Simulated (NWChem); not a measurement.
**H3NO (SMILES NO): PBE0/jorge-TZP**

What is the electronic atomisation energy of H3NO at PBE0/jorge-TZP? 

The results are computed with NWChem 7.3.0.

## 1. The molecule

H3NO: 5 atoms, total charge 0, spin state singlet. SMILES: `NO`. The coordinates come from a PBE0-D4/def2-TZVP relaxation. This is one conformer, not always the lowest.

Bond lengths: N1–O2 1.422 Å, N1–H3 1.016 Å, N1–H4 1.016 Å, O2–H5 0.960 Å. Angles: N1–O2–H5 102.8°, O2–N1–H3 104.5°, O2–N1–H4 104.5°, H3–N1–H4 106.0°.

## 2. The energy at PBE0/jorge-TZP (run 1)

h3no.nw reads:

```
start h3no
title "H3NO PBE0"
memory stack 880 mb heap 220 mb global 1100 mb
charge 0
geometry noautosym nocenter noautoz
  N    -0.165120   -0.361290   -0.321170
  O     0.364460    0.666040    0.508060
  H    -0.162690   -1.190020    0.266770
  H    -1.141650   -0.109840   -0.446210
  H     1.105010    0.995100   -0.007440
end
basis spherical bse
  N library jorge-TZP
  O library jorge-TZP
  H library jorge-TZP
end
dft
  xc pbe0
  grid fine
  convergence energy 1e-08
  iterations 100
  mulliken
  noprint "final vectors analysis"
end
task dft energy
```

Run with:

```console
$ nwchem h3no.nw > h3no.out
```

What it wrote:

```text
[...]
          Wavefunction type:  closed shell.
          No. of atoms     :     5
          No. of electrons :    18
[...]
          Charge           :     0
          Spin multiplicity:     1
[...]
          AO basis - number of functions:   104
[...]
              XC Information
              --------------
                         PBE0 Method XC Functional
                     Hartree-Fock (Exact) Exchange  0.250
          PerdewBurkeErnzerhof Exchange Functional  0.750
            Perdew 1991 LDA Correlation Functional  1.000 local
           PerdewBurkeErnz. Correlation Functional  1.000 non-local
[...]
 d= 0,ls=0.0,diis     1   -131.5935953043 -1.71D+02  4.04D-03  4.92D-01     1.2
[...]
 d= 0,ls=0.0,diis     8   -131.6258519482 -2.50D-09  7.86D-07  3.91D-08     9.4
         Total DFT energy =     -131.625851948186
      One electron energy =     -258.273077559960
           Coulomb energy =      103.512929858074
    Exchange-Corr. energy =      -16.459373507835
 Nuclear repulsion energy =       39.593669261536
[...]
      Total Density - Mulliken Population Analysis
     ---------------------------------------------
    Atom       Charge   Shell Charges
 -----------   ------   -------------------------------------------------------
    1 N    7     7.20   0.56  1.39  0.08  0.89  0.58  1.48  1.42  0.72  0.01  0.05  0.00
    2 O    8     8.35   0.58  1.38  0.15  0.94  0.76  1.86  1.79  0.86  0.00  0.03  0.00
    3 H    1     0.86   0.27  0.46  0.06  0.04  0.02  0.01
    4 H    1     0.86   0.27  0.46  0.06  0.04  0.02  0.01
    5 H    1     0.74   0.26  0.35  0.03  0.06  0.02  0.01
[...]
```

Wall time 10 s (1 thread of Intel Xeon 6975P-C (Granite Rapids), shared host); peak memory 0.11 GiB.

## 3. The H atom, same level (run 2)

mymol.xyz reads:

```xyz
1
H
H      0.000000     0.000000     0.000000
```

mymol.nw reads:

```
start mymol
title "H"
memory 2200 mb
geometry units angstroms noautosym nocenter noautoz
 load format xyz mymol.xyz
end
basis "ao basis" spherical bse
 * library jorge-TZP
end
dft
 xc pbe0
 mult 2
 grid fine
 convergence energy 1e-08
 iterations 100
 mulliken
 print low
end
task dft
```

Run with:

```console
$ nwchem mymol.nw > mymol.out
```

What it wrote:

```text
[...]
 d= 0,ls=0.0,diis     1     -0.5006629053 -5.01D-01  2.45D-03  5.33D-04     0.0
[...]
 d= 0,ls=0.0,diis     4     -0.5008417586 -2.88D-10  5.82D-09  2.00D-15     0.1
[...]
         Total DFT energy =       -0.500841758643
      One electron energy =       -0.499559255679
           Coulomb energy =        0.310379509414
    Exchange-Corr. energy =       -0.311662012379
 Nuclear repulsion energy =        0.000000000000
[...]
      Total Density - Mulliken Population Analysis
     ---------------------------------------------
    Atom       Charge   Shell Charges
 -----------   ------   -------------------------------------------------------
    1 H    1     1.00   0.18  0.45  0.38  0.00 -0.00  0.00
     --------------------------------------------
      Spin Density - Mulliken Population Analysis
     --------------------------------------------
    Atom       Charge   Shell Charges
 -----------   ------   -------------------------------------------------------
    1 H    1     1.00   0.18  0.45  0.38  0.00 -0.00  0.00
[...]
      <S2> =      0.7500 (Exact =     0.7500)
[...]
```

Run time: 0.66 s. Hardware: 1 thread of Intel Xeon 6975P-C (Granite Rapids), shared host; peak memory 0.1 GiB.

Run 3 isn't shown in full; the table further down has it.

## 4. The O atom (run 4)

struct.nw reads:

```
start struct
title "hydroxylamine"
memory stack 880 mb heap 220 mb global 1100 mb

geometry units angstrom noautosym nocenter noautoz
  O        0.000000       0.000000       0.000000
end

basis spherical bse
  * library jorge-TZP
end

dft
  xc pbe0
  mult 3
  grid fine
  convergence energy 1e-08
  iterations 100
  mulliken
  print low
end

task dft
```

Run the same way, it converges to -75.01564 Eh (log not shown).

## 5. Overview of the runs

```
run            level  partner  energy (Eh)  wall time
  1   PBE0/jorge-TZP     base  -131.625852       10 s
  2  UPBE0/jorge-TZP    atoms    -0.500842     0.66 s
  3  UPBE0/jorge-TZP    atoms   -54.541384     0.97 s
  4  UPBE0/jorge-TZP    atoms   -75.015643      1.1 s
```

## 6. What came out

Level: PBE0/jorge-TZP.

```
                     quantity         value
         O atom: total energy  -75.01564 Eh
                 O atom: ⟨S²⟩         2.003
electronic atomisation energy     15.410 eV
```

Taking the molecule apart into free atoms costs 15.41 eV (355 kcal/mol), before zero-point energy and without spin-orbit coupling. All runs together took 13 s, the longest 10 s.
